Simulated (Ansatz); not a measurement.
Which YAML input does this script hand to the engine? (Ansatz's Python interface)

`scf_ca2feh6.py`
```python
"""Ground state of Ca2FeH6 at the given structure."""

import sys

import ansatz
from ase import Atoms
import numpy as np

atoms = Atoms(
    ["Ca", "Ca", "Fe", "H", "H", "H", "H", "H", "H"],
    scaled_positions=[
        (0.25, 0.25, 0.25),
        (0.75, 0.75, 0.75),
        (0.0, 0.0, 0.0),
        (0.771967, 0.228033, 0.228033),
        (0.228033, 0.771967, 0.771967),
        (0.228033, 0.771967, 0.228033),
        (0.771967, 0.228033, 0.771967),
        (0.228033, 0.228033, 0.771967),
        (0.771967, 0.771967, 0.228033),
    ],
    cell=[
        (0.0, 3.496078, 3.496078),
        (3.496078, 0.0, 3.496078),
        (3.496078, 3.496078, 0.0),
    ],
    pbc=True,
)
atoms.set_initial_magnetic_moments([0.0, 0.0, 3.5, 0.0, 0.0, 0.0, 0.0, 0.0, 0.0])
system = ansatz.Crystal.from_ase(atoms)

# settings of the run
calc = (
    system.calculation()
    .basis(450)
    .kpoints(5, 5, 5)
    .pseudopotentials("paw")
    .occupations("cold")
    .functional("lda")
    .spin("collinear")
    .compute(stress=True, band_table=True)
)
try:
    result = calc.run(threads=1, pin="off")
except ansatz.NonConvergedError as error:
    sys.exit(f"no convergence: {error}")
except ansatz.RefusalError as error:
    sys.exit(f"input refused: {error}")
report = result.report

n_atoms = len(report["lattice"]["sites"])
print("F =", round(report["free_energy_ev"], 4), "eV for", n_atoms, "atoms")
print("E(sigma -> 0) =", round(report["energy_sigma0_ev"], 4), "eV, TS =", round(report["entropy_ts_ev"], 5), "eV")
print("closed by", report["closed_by"], "after", report["n_iterations"], "iterations")

used = report["setup"]
print("cutoffs (eV):", used["ecut_ev"], used["ecutrho_ev"], " FFT grid:", used["fft_dense"])
print("cell volume {:.3f} A^3, {} symmetry operations".format(used["cell_volume_ang3"], used["n_sym_ops"]))

print(f"net moment {report['magnetization_mub']:.3f} muB, absolute {report['absolute_magnetization_mub']:.3f} muB")
for index, (site, m) in enumerate(zip(result.lattice.sites, report["site_moments_mub"])):
    print(f"  {index:2d} {site.symbol:2s} {m:7.3f}")

# the stress is positive in compression
sigma = report["stress_gpa"]
voigt = [sigma[0][0], sigma[1][1], sigma[2][2], sigma[1][2], sigma[0][2], sigma[0][1]]
print("stress xx yy zz yz xz xy (GPa):", " ".join(f"{s:.3f}" for s in voigt))
print("P =", round(10 * float(np.mean(voigt[:3])), 2), "kbar")

edges = report.get("band_edges_ev")
if edges:
    print(f"band edges on the mesh: {edges[0]:.3f} and {edges[1]:.3f} eV, gap {edges[1] - edges[0]:.3f} eV")
else:
    print("no band edges reported; Fermi level", round(report["fermi_energy_ev"], 3), "eV")
```

```console
$ python scf_ca2feh6.py
RunWarning: the starting moments were not kept: the SCF closed with an absolute magnetisation of 2.0e-6 μB, where they sum to 3.5 μB in size (1 site). That is at most 0.1 of that sum. Measured as dr2_m measures the in/out step, that magnetisation stands 1.6e-12 eV from none, at or under the dr2_threshold of 1.0e-7 eV: it is no larger than a step whose dr2_m would equal this threshold. The system may hold no moment; this SCF shows only that its start led to no more than that. To try another [...]
F = -8064.7168 eV for 9 atoms
E(sigma -> 0) = -8064.7168 eV, TS = -0.0 eV
closed by deck_thresholds after 14 iterations
cutoffs (eV): 450.0 1800.0  FFT grid: [36, 36, 36]
cell volume 85.462 A^3, 48 symmetry operations
net moment 0.000 muB, absolute 0.000 muB
   0 Ca  -0.000
   1 Ca  -0.000
   2 Fe   0.000
   3 H   -0.000
   4 H   -0.000
   5 H   -0.000
   6 H   -0.000
   7 H   -0.000
   8 H   -0.000
stress xx yy zz yz xz xy (GPa): -4.512 -4.512 -4.512 0.000 -0.000 0.000
P = -45.12 kbar
band edges on the mesh: 6.676 and 8.094 eV, gap 1.418 eV
```
(Warnings from the package without file and line, shortened.)

`input.yaml`:
```yaml
crystal:
  lattice:
    - [0.0, 3.496078, 3.496078]
    - [3.496078, 0.0, 3.496078]
    - [3.496078, 3.496078, 0.0]
  atoms:
    - { symbol: Ca, position: [0.25, 0.25, 0.25], spin: 0.0 }
    - { symbol: Ca, position: [0.75, 0.75, 0.75], spin: 0.0 }
    - { symbol: Fe, position: [0.0, 0.0, 0.0], spin: 3.5 }
    - { symbol: H, position: [0.771967, 0.228033, 0.228033], spin: 0.0 }
    - { symbol: H, position: [0.228033, 0.771967, 0.771967], spin: 0.0 }
    - { symbol: H, position: [0.228033, 0.771967, 0.228033], spin: 0.0 }
    - { symbol: H, position: [0.771967, 0.228033, 0.771967], spin: 0.0 }
    - { symbol: H, position: [0.228033, 0.228033, 0.771967], spin: 0.0 }
    - { symbol: H, position: [0.771967, 0.771967, 0.228033], spin: 0.0 }
basis:
  ecutwfc: 450.0
kpoints:
  mp_grid: { grid: [5, 5, 5] }
hamiltonian:
  xc: lda
  pseudopotentials: { kind: paw }
magnetization:
  spin_polarized: true
scf:
  occupations: { method: cold }
output:
  stress: true
  eigenvalues: true
```

Launched from the shell:
```console
$ ansatz run input.yaml --threads 1 --pin off --max-ram 3072MiB --backend cpu --events-out ev --progress --plain --runs-dir out
Engine: ansatz 0.2.0, aarch64-unknown-linux-gnu
Pseudopotentials: kind: paw
Pseudopotential: Ca, paw, valence charge 10, recommended cutoff 420 eV (normal), Ca.paw.azcp
Pseudopotential: Fe, paw, valence charge 16, recommended cutoff 420 eV (normal), Fe.paw.azcp
Pseudopotential: H, paw, valence charge 1, recommended cutoff 420 eV (normal), H.paw.azcp
Functional definition: SPW92
  exchange = slater_x
  correlation = pw_c
Crystal: 9 atoms, lattice volume = 85.462 Å³
Basis set: ecut = 450 eV, 1837 PW (Γ)
Bands: 32, of which v1, the nominal top of the filled ones, is band 21 counted from 1 (20 counted from 0)
Symmetry: 48 space group operations
Space group: Fm-3m (ITA 225), of the structure as read, at distance tolerance 4.4e-5 Å
Magnetic group: BNS 225.116 (UNI 1618), of the structure as read, at distance tolerance 4.4e-5 Å
k-points: 10 of 125
Non-local potential: Ca, projectors of the file, l = 0: 3, l = 1: 2, l = 2: 2
Non-local potential: Fe, projectors of the file, l = 0: 3, l = 1: 2, l = 2: 3, l = 3: 1
Non-local potential: H, projectors of the file, l = 0: 2, l = 1: 1
PAW form: soft (Blöchl's): semilocal exchange-correlation on the pseudo side does not see the compensation charge
PAW frozen core: Ca, regenerated for the run's functional, and the local potential with it (the file was generated under x = pbe(κ = 0.804, μ = 0.2195149727645171), c = pbe(β = 0.06672455060314922))
PAW frozen core: Fe, regenerated for the run's functional, and the local potential with it (the file was generated under x = pbe(κ = 0.804, μ = 0.2195149727645171), c = pbe(β = 0.06672455060314922))
PAW one-centre angular grid: Ca, 110 points (default); XC on 64 Gauss nodes
PAW one-centre angular grid: Fe, 590 points (default); XC on 64 Gauss nodes
PAW one-centre angular grid: H, 110 points (default); XC on 64 Gauss nodes
Initial density: superposition of atomic densities (chi_scale 0.1, normalization cell, long waves kept (reshape's long-wave potential 0.02 eV rms))
Starting moments: Σ|m| = 3.5 μB on 1 of 9 sites
Initial wavefunctions: pseudopotential atomic-orbital guess
Functional: x = slater, c = lda
SCF iter   1: F=—  HF=-8073.962024 eV  |F-HF|=—  |Δ(HF+E_count)|=         —  Δρ=2.34e-1 (↑2.34e-1 ↓5.06e-2)  dr2=3.27e1  dr2_m=1.25e1  M=0.000 μB ∫|m|=0.690 μB  β_m=0.30  ethr=3.10e-3  ⟨swp⟩=9.7  Hψ=3607  notcnv=0
Mixer restart at iter 1: flushing history
preconditioner: auto → none  [insulator: Δε(μ)=1.472 eV  Ē_g=15.022 eV  σ=0.100 eV  W_gap=1.00  n_scr=14 (ndim 8)  ℏωp=22.0 eV  f_vac=0.000  D(μ)=0.00/eV (n_scr^D=0)  ε∞_Penn≈3.1]
SCF iter   2: F=—  HF=-8063.386986 eV  |F-HF|=—  |Δ(HF+E_count)|=    1.06e1  Δρ=1.62e-1 (↑4.25e-2 ↓1.62e-1)  dr2=1.74e1  dr2_m=7.53e0  M=0.000 μB ∫|m|=0.282 μB  β_m=0.29  ethr=3.10e-3  ⟨swp⟩=4.2  Hψ=1884  notcnv=0  defer=77
SCF iter   3: F=—  HF=-8064.823532 eV  |F-HF|=—  |Δ(HF+E_count)|=    1.44e0  Δρ=9.88e-2 (↑9.88e-2 ↓5.89e-2)  dr2=1.49e0  dr2_m=4.60e0  M=0.000 μB ∫|m|=0.314 μB  β_m=0.37  ethr=3.10e-3  ⟨swp⟩=4.0  Hψ=1609  notcnv=0  defer=82
SCF iter   4: F=—  HF=-8064.487953 eV  |F-HF|=—  |Δ(HF+E_count)|=   3.36e-1  Δρ=3.16e-2 (↑2.51e-2 ↓3.16e-2)  dr2=1.24e-1  dr2_m=6.17e-1  M=0.000 μB ∫|m|=0.146 μB  β_m=0.47  ethr=3.10e-3  ⟨swp⟩=2.1  Hψ=1012  notcnv=0  defer=89
SCF iter   5: F=—  HF=-8064.704064 eV  |F-HF|=—  |Δ(HF+E_count)|=   2.16e-1  Δρ=5.84e-3 (↑5.05e-3 ↓5.84e-3)  dr2=2.88e-3  dr2_m=2.29e-2  M=0.000 μB ∫|m|=0.037 μB  β_m=0.66  ethr=2.95e-4  ⟨swp⟩=2.5  Hψ=1151  notcnv=0  defer=90
SCF iter   6: F=—  HF=-8064.716802 eV  |F-HF|=—  |Δ(HF+E_count)|=   1.27e-2  Δρ=4.00e-4 (↑2.87e-4 ↓4.00e-4)  dr2=1.65e-4  dr2_m=2.62e-5  M=0.000 μB ∫|m|=0.004 μB  β_m=0.70  ethr=6.87e-6  ⟨swp⟩=2.0  Hψ=1044  notcnv=0  defer=93
SCF iter   7: F=—  HF=-8064.716840 eV  |F-HF|=—  |Δ(HF+E_count)|=   3.76e-5  Δρ=1.17e-4 (↑1.17e-4 ↓8.31e-5)  dr2=1.42e-5  dr2_m=1.80e-6  M=0.000 μB ∫|m|=0.001 μB  β_m=0.71  ethr=3.92e-7  ⟨swp⟩=2.0  Hψ=995  notcnv=0  defer=93
SCF iter   8: F=—  HF=-8064.716838 eV  |F-HF|=—  |Δ(HF+E_count)|=         —  Δρ=4.16e-5 (↑4.16e-5 ↓1.90e-5)  dr2=1.37e-6  dr2_m=2.06e-7  M=0.000 μB ∫|m|=0.000 μB  β_m=0.71  ethr=3.38e-8  ⟨swp⟩=2.4  Hψ=976  notcnv=0  defer=93
Mixer restart at iter 8: flushing history
iteration 8: the input's own smearing fills from here on; a Gaussian of 0.1 eV has filled iterations ahead of it
SCF iter   9: F=—  HF=-8064.716841 eV  |F-HF|=—  |Δ(HF+E_count)|=   2.07e-6  S|Δr|=    0.00e0  Δρ=9.07e-5 (↑7.70e-5 ↓9.07e-5)  dr2=2.41e-5  dr2_m=5.04e-8  M=0.000 μB ∫|m|=0.000 μB  β_m=0.71  ethr=3.25e-9  ⟨swp⟩=2.0  Hψ=967  notcnv=0  defer=93
SCF iter  10: F=—  HF=-8064.716840 eV  |F-HF|=—  |Δ(HF+E_count)|=   6.74e-7  S|Δr|=    0.00e0  Δρ=7.31e-5 (↑7.31e-5 ↓6.21e-5)  dr2=1.75e-5  dr2_m=3.31e-8  M=0.000 μB ∫|m|=0.000 μB  β_m=0.47  ethr=3.25e-9  ⟨swp⟩=2.2  Hψ=973  notcnv=0  defer=93
SCF iter  11: F=—  HF=-8064.716839 eV  |F-HF|=—  |Δ(HF+E_count)|=   1.18e-6  S|Δr|=    0.00e0  Δρ=3.77e-5 (↑3.77e-5 ↓2.96e-5)  dr2=4.03e-6  dr2_m=1.58e-8  M=0.000 μB ∫|m|=0.000 μB  β_m=0.65  ethr=3.25e-9  ⟨swp⟩=2.0  Hψ=700  notcnv=0  defer=93
SCF iter  12: F=—  HF=-8064.716838 eV  |F-HF|=—  |Δ(HF+E_count)|=   3.31e-7  S|Δr|=    0.00e0  Δρ=8.03e-6 (↑8.03e-6 ↓4.93e-6)  dr2=1.52e-7  dr2_m=2.05e-9  M=0.000 μB ∫|m|=0.000 μB  β_m=0.80  ethr=3.25e-9  ⟨swp⟩=2.0  Hψ=655  notcnv=0  defer=93
SCF iter  13: F=—  HF=-8064.716838 eV  |F-HF|=—  |Δ(HF+E_count)|=   1.32e-8  S|Δr|=    0.00e0  Δρ=1.08e-6 (↑1.08e-6 ↓4.66e-7)  dr2=2.25e-9  dr2_m=8.01e-11  M=0.000 μB ∫|m|=0.000 μB  β_m=0.73  ethr=2.38e-10  ⟨swp⟩=10.6  Hψ=2661  notcnv=0
SCF iter  14: F=-8064.716838 eV  HF=-8064.716838 eV  |F-HF|=6.09e-11  |Δ(HF+E_count)|=  2.48e-10  S|Δr|=    0.00e0  Δρ=1.97e-7 (↑1.97e-7 ↓7.53e-8)  dr2=6.29e-11  dr2_m=3.54e-12  M=0.000 μB ∫|m|=0.000 μB  ethr=5.36e-12  ⟨swp⟩=2.0  Hψ=1061  notcnv=0
SCF 1 converged in 14 iterations: F = -8064.716838 eV  dr2 = 6.29e-11
  greatest PAW one-centre occupation: 1.000 electrons in one spin orbital (limit 2), on the Fe atom at site 2 (counted from 0), in its partial waves of l = 0
WARN: the starting moments were not kept: the SCF closed with an absolute magnetisation of 2.0e-6 μB, where they sum to 3.5 μB in size (1 site). That is at most 0.1 of that sum. Measured as dr2_m measures the in/out step, that magnetisation stands 1.6e-12 eV from none, at or under the dr2_threshold of 1.0e-7 eV: it is no larger than a step whose dr2_m would equal this threshold. The system may hold no moment; this SCF shows only that its start led to no more than that. To try another start: raise the starting moments (crystal.atoms[].spin, magnetization.per_species, magnetization.initial_magnetization, or on a non-collinear deck that types none of these the spinor_matrix: blocks that start its atoms; where the total moment is fixed, keep their sum and leave initial_magnetization as it is; typed ones take the place of any that the run laid by itself, positive ones on a crystal's lanthanoids without a Hubbard term where scf.initial_density.shell_occupations: [] is typed) or, if the notice of its spin-set hold's release reads "site moments contracting" or "site moments show no strong build", lengthen the hold (scf.mixing.spin_hold: { on: { confirm: 4 } }; for m-r²SCAN on two components see the key's manual first). Each may lead to a state that holds a moment. A second SCF, from the converged charge density, with the starting moments and any scf.initial_density.shell_occupations laid on it anew, would have followed, and was not run: the deck does not ask for one (magnetization.retry_lost_moments is false, the default). To let it run, set magnetization.retry_lost_moments: true and run the deck again, where that key's refused combinations let it; where memory then withholds it, that run's warning says so.
this state was not tested for a lower state beside it, because cold or Methfessel-Paxton smearing, or corrected tetrahedra, fill the levels in a way that the test cannot read (fill_not_monotonic; see scf.lower_state_search)
SCF converged after 14 iterations
Magnetization: 0.0000 μB (21.0000 up, 21.0000 down)
Absolute magnetization: 0.0000 μB (∫|ρ↑−ρ↓|, with the PAW one-centre terms)
Spin contamination: 0.0000 ħ² per cell (⟨S²⟩ above its minimum at these occupations)
Per-site moments (μB) at R_I (Å): [(-1.1398902270585638e-7, 1.0217078455758253), (-1.1398902269624769e-7, 1.0217078455758248), (7.417991266739398e-7, 0.65770745252355), (-3.350446616762312e-8, 0.65770745252355), (-3.350446616165448e-8, 0.6577074525235502), (-3.350446614720602e-8, 0.65770745252355), (-3.350446611999918e-8, 0.6577074525235502), (-3.350446615604291e-8, 0.65770745252355), (-3.350446612297495e-8, 0.6577074525235502)]
Free energy (F): -8064.716838 eV
Harris-Foulkes:  -8064.716838 eV  (|F-HF|=6.09e-11)
Internal energy: -8064.716838 eV  (E = F + TS)
E sigma→0 (E₀):  -8064.716838 eV
Fermi energy:    7.461384 eV
Step filling:    the computed levels leave a gap of 1.4175 eV = 14.2 smearing widths at the electron count; against every level under it full and every level over it empty, smearing changes F+E_penalty+E_count by -3.59e-24 meV and its σ→0 estimate by -7.00e-22 meV
--- Per-component energies (eV) ---
  E_band       = -646.231132
  E_kinetic    = 996.335998
  E_local      = -4952.961422  (includes V_loc(G=0)·N_el)
  E_nonlocal   = 355.349421
  E_hartree    = 1974.989121
  E_xc         = -445.647688
  E_vxc        = -567.457200  (∫ρ·V_xc dr)
  E_paw        = -2936.818186  (= ΣΔE_a)
  E_vpaw       = -427.472686  (= ΣTr[D̂ρ^β])
  E_aug_tail   = -0.004019  (compensation charges beyond the density's cutoff)
  E_ewald      = -3056.927930
  E_core_change = 0.967867  (= ΣΔE_core)
  E_smearing   = 0.000000  (= −TS)
  E_closure    = -0.000000  (closes the sum)
  Σ components = -8064.716838   (vs F -8064.716838, Δ=0.00e0)
--- Stress (GPa, compression-positive) ---
       -4.511567      -0.000000       0.000000
       -0.000000      -4.511567       0.000000
       -0.000000       0.000000      -4.511567
  P = ⅓ Tr σ = -4.5116 GPa (-45.116 kbar)
--- Band table (eV; the first three rows and the last of 20) ---
  k-point 0 ↑: bands = ["-78.0844", "-44.5684", "-44.5684", "-44.5684", "-32.6690", "-32.6018", "-14.0296", "-14.0296", "-14.0296", "-13.8366", "-13.8366", "-13.8366", "-0.8369", "3.3275", "3.3275", "3.7504", "3.7504", "3.7504", "6.6180", "6.6180", "6.6180", "9.4213", "9.4213", "11.2803", "12.8446", "12.8446", "12.8446", "13.5148", "13.5148", "13.5148", "13.7865", "13.7865"]
  k-point 1 ↑: bands = ["-78.0844", "-44.5685", "-44.5684", "-44.5684", "-32.6622", "-32.6079", "-14.0194", "-14.0133", "-14.0133", "-13.8670", "-13.8572", "-13.8572", "-0.4810", "3.2517", "3.2517", "3.2975", "4.0340", "4.0340", "6.5536", "6.6144", "6.6144", "9.3687", "9.3687", "11.6263", "11.8669", "12.0878", "12.0878", "12.3550", "12.3550", "12.6121", "13.5771", "13.5771"]
  k-point 2 ↑: bands = ["-78.0844", "-44.5685", "-44.5684", "-44.5684", "-32.6449", "-32.6242", "-13.9877", "-13.9685", "-13.9685", "-13.9311", "-13.9090", "-13.9090", "0.3611", "2.3429", "3.2213", "3.2213", "4.4344", "4.4344", "6.4598", "6.6077", "6.6077", "9.3303", "9.3303", "10.3717", "11.0539", "11.0539", "11.1869", "11.5615", "11.5615", "13.6160", "13.6160", "14.2747"]
  k-point 9 ↓: bands = ["-78.0844", "-44.5685", "-44.5685", "-44.5685", "-32.6397", "-32.6287", "-14.0924", "-14.0830", "-13.9818", "-13.9080", "-13.8209", "-13.8065", "0.9249", "2.3524", "3.2048", "3.5140", "3.5716", "4.4530", "6.4496", "6.5891", "6.6745", "8.4071", "9.5953", "10.1487", "10.1517", "11.2806", "11.5940", "11.9398", "12.5283", "13.0637", "13.2700", "13.4305"]
```

Notes:
- Absolute energies stand on the zero of these potentials, so only differences at equal settings mean something. A total without «per atom» is that of the cell as typed.
- The SCF didn't keep the moments it started from (some shrank, vanished or turned); what is printed is the state reached.
- Along an axis with an odd division the mesh misses the point at one half; a gap read on a finite mesh is an upper bound on this functional's gap.
- Semilocal gaps usually lie well under measured ones.
- This cell is a computed structure, which may not be the phase found in nature.
- Gaps and levels are Kohn-Sham values on a finite set of k-points.
- Cost: roughly 6 core-seconds.

(Lines on the test bed's own set-up are left out of the output.)
